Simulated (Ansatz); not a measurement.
Crystal: MoN2.

```
Mo N
1.0
     4.34805    0.00000    0.00000
     0.00000    4.34805    0.00000
     0.00000    0.00000    2.76746
Mo N
2 4
Direct
  0.00000 0.00000 0.00000
  0.50000 0.50000 0.00000
  0.61165 0.88835 0.50000
  0.38835 0.11165 0.50000
  0.11165 0.61165 0.50000
  0.88835 0.38835 0.50000
```

Measurements of this composition are mostly on another form, of space group No. 160.

Base run:

- Program: Ansatz 0.2.0
- Functional: PBEsol
- Potentials or basis: Ansatz PAW
- Cutoff: 420 eV
- Density cutoff: 1680 eV
- k mesh: 6 × 6 × 10
- Occupations: fermi-dirac, width 0.05 eV
- Spin: no spin polarisation
- Hubbard terms: Mo d U = 2 eV

Its results: band gap on the k mesh none (metal or under the smearing width); pressure -13.5 GPa; largest force 0.031 eV/Å.

**Question.** After a change of settings the same cell gave: band gap on the k mesh none (metal or under the smearing width); pressure -12.8 GPa; largest force 0.093 eV/Å. Which change was it?
A. hubbard terms from Mo d U = 2 eV to Mo d U = 4 eV
B. hubbard terms from Mo d U = 2 eV to Mo d U = 3 eV
C. functional from PBEsol to PBE; hubbard terms from Mo d U = 2 eV to none; hubbard projectors from ortho-atomic (the default) to none
D. spin from no spin polarisation to spin-orbit coupling, no magnetisation; hubbard terms from Mo d U = 2 eV to none; hubbard projectors from ortho-atomic (the default) to none; potential files from those of the base run to others of the same set

**Answer.** B.

Caveats: U without spin polarisation on a metal has little footing; the PAW data sets come from PBE, with cores solved anew for the run's functional, which leaves a small shift of forces and pressure.

Not every run made on this cell is shown here.
